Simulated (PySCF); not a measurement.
# Mg²⁺, Mg³⁺: ionisation energy in aug-cc-pVDZ

Aim: the ionisation energy of magnesium from differences of total energies, at each level of theory, and how far each lands from the tabulated value where there is one.

Program: PySCF 2.14.0. Level of theory: unrestricted determinants in a Gaussian basis, no spin-orbit coupling in the energies. These are calculated values, not measurements, unless marked.

## 1. Starting point

* Element: magnesium (Z = 12)
* Basis: aug-cc-pVDZ
* Hamiltonian: the non-relativistic Hamiltonian (point nucleus)
* State 1: Mg²⁺: [Ne], closed-shell 1S
* State 2: Mg³⁺: [He] 2s2 2p5, 2P determinant
* Methods: UHF, BP86, M06-L, MP2, CCSD(T)
* Core shells frozen in the correlated runs: valence: [He] 2s2 (for Mg²⁺)

The outer shells:

Mg2+ [Ne]
```
[He] core
2s [↑↓]
2p [↑↓][↑↓][↑↓]
```

Mg3+ [He] 2s2 2p5
```
[He] core
2s [↑↓]
2p [↑↓][↑↓][↑ ]
```

One driver process ran all states and methods and kept the integrals in memory. Each run is shown as a PySCF script that sums up its settings (the driver passes frozen orbitals as a list and adds second-order terms of double hybrids); the logs are those of the runs themselves. The driver starts from symmetry-adapted Hartree-Fock orbitals, holds the occupation by maximum overlap and uses a logarithmic radial grid for functionals, so a plain start would take other cycles.

It was started by

```console
> OMP_NUM_THREADS=1 python atomrun2.py TASK.json OUT
```

The integrals over 27 functions and the set-up took 0.04 s of CPU time.

## 2. Mg²⁺: the ladder of methods

Level: UHF.

File input.py:

```python
from pyscf import gto, scf, dft, mp, cc
import basis_set_exchange as bse
mol = gto.M(atom="Mg 0 0 0", charge=2, spin=0, symmetry="D2h",
            basis=gto.basis.parse(bse.get_basis("aug-cc-pVDZ", elements=["Mg"], fmt="nwchem", header=False)))
mf = scf.UHF(mol)
mf.irrep_nelec = {'Ag': (2, 2), 'B1u': (1, 1), 'B2u': (1, 1), 'B3u': (1, 1)}
mf.kernel()
```

Level: BP86.

input.py differs from the last one in:

```diff
@@ -4,3 +4,3 @@
             basis=gto.basis.parse(bse.get_basis("aug-cc-pVDZ", elements=["Mg"], fmt="nwchem", header=False)))
-mf = scf.UHF(mol)
+mf = dft.UKS(mol, xc="B88,P86")
 mf.irrep_nelec = {'Ag': (2, 2), 'B1u': (1, 1), 'B2u': (1, 1), 'B3u': (1, 1)}
```

Level: M06-L.

input.py differs from the last one in:

```diff
@@ -4,3 +4,3 @@
             basis=gto.basis.parse(bse.get_basis("aug-cc-pVDZ", elements=["Mg"], fmt="nwchem", header=False)))
-mf = dft.UKS(mol, xc="B88,P86")
+mf = dft.UKS(mol, xc="M06L")
 mf.irrep_nelec = {'Ag': (2, 2), 'B1u': (1, 1), 'B2u': (1, 1), 'B3u': (1, 1)}
```

Level: MP2 (valence).

input.py differs from the last one in:

```diff
@@ -4,4 +4,5 @@
             basis=gto.basis.parse(bse.get_basis("aug-cc-pVDZ", elements=["Mg"], fmt="nwchem", header=False)))
-mf = dft.UKS(mol, xc="M06L")
+mf = scf.UHF(mol)
 mf.irrep_nelec = {'Ag': (2, 2), 'B1u': (1, 1), 'B2u': (1, 1), 'B3u': (1, 1)}
 mf.kernel()
+mp.UMP2(mf, frozen=2).kernel()
```

Level: CCSD(T) (valence).

input.py differs from the last one in:

```diff
@@ -7,2 +7,3 @@
 mf.kernel()
-mp.UMP2(mf, frozen=2).kernel()
+mycc = cc.CCSD(mf, frozen=2).run()
+mycc.ccsd_t()
```

## 3. Mg³⁺

Level: UHF.

File input.py:

```python
from pyscf import gto, scf, dft, mp, cc
import basis_set_exchange as bse
mol = gto.M(atom="Mg 0 0 0", charge=3, spin=1, symmetry="D2h",
            basis=gto.basis.parse(bse.get_basis("aug-cc-pVDZ", elements=["Mg"], fmt="nwchem", header=False)))
mf = scf.UHF(mol)
mf.irrep_nelec = {'Ag': (2, 2), 'B1u': (1, 1), 'B2u': (1, 1), 'B3u': (1, 0)}
mf.kernel()
```

Level: BP86.

input.py differs from the last one in:

```diff
@@ -4,3 +4,3 @@
             basis=gto.basis.parse(bse.get_basis("aug-cc-pVDZ", elements=["Mg"], fmt="nwchem", header=False)))
-mf = scf.UHF(mol)
+mf = dft.UKS(mol, xc="B88,P86")
 mf.irrep_nelec = {'Ag': (2, 2), 'B1u': (1, 1), 'B2u': (1, 1), 'B3u': (1, 0)}
```

Level: M06-L.

input.py differs from the last one in:

```diff
@@ -4,3 +4,3 @@
             basis=gto.basis.parse(bse.get_basis("aug-cc-pVDZ", elements=["Mg"], fmt="nwchem", header=False)))
-mf = dft.UKS(mol, xc="B88,P86")
+mf = dft.UKS(mol, xc="M06L")
 mf.irrep_nelec = {'Ag': (2, 2), 'B1u': (1, 1), 'B2u': (1, 1), 'B3u': (1, 0)}
```

Level: MP2 (valence).

input.py differs from the last one in:

```diff
@@ -4,4 +4,5 @@
             basis=gto.basis.parse(bse.get_basis("aug-cc-pVDZ", elements=["Mg"], fmt="nwchem", header=False)))
-mf = dft.UKS(mol, xc="M06L")
+mf = scf.UHF(mol)
 mf.irrep_nelec = {'Ag': (2, 2), 'B1u': (1, 1), 'B2u': (1, 1), 'B3u': (1, 0)}
 mf.kernel()
+mp.UMP2(mf, frozen=2).kernel()
```

Level: CCSD(T) (valence).

input.py differs from the last one in:

```diff
@@ -7,2 +7,3 @@
 mf.kernel()
-mp.UMP2(mf, frozen=2).kernel()
+mycc = cc.CCSD(mf, frozen=2).run()
+mycc.ccsd_t()
```

Before running it: what results should come out?

The runs gave:

```
               quantity                                                      value
ionisation energy, Mg²⁺  UHF 81.031, CCSD(T) (valence) 81.068 eV; reference 80.144
```

Each level's miss and price (over 1 difference):

| method | mean absolute miss against the measured value (with the measured fine structure taken into account where it is known) (eV) | CPU time, both states (s) |
| --- | --- | --- |
| UHF | 0.887 | 0.12 |
| BP86 | 2.436 | 0.22 |
| M06-L | 2.357 | 0.36 |
| MP2 (valence) | 0.926 | 0.12 |
| SCS-MP2 (valence) | 0.923 | 0.12 |
| CCSD (valence) | 0.924 |  |
| CCSD(T) (valence) | 0.924 | 0.35 |

What this shows: Against experiment UHF comes closest (off by 0.89 eV) and BP86 is farthest (2.44 eV). In a finite basis a lower level can come nearest by cancelling errors. All values hold for this basis alone; no basis-set limit was taken.
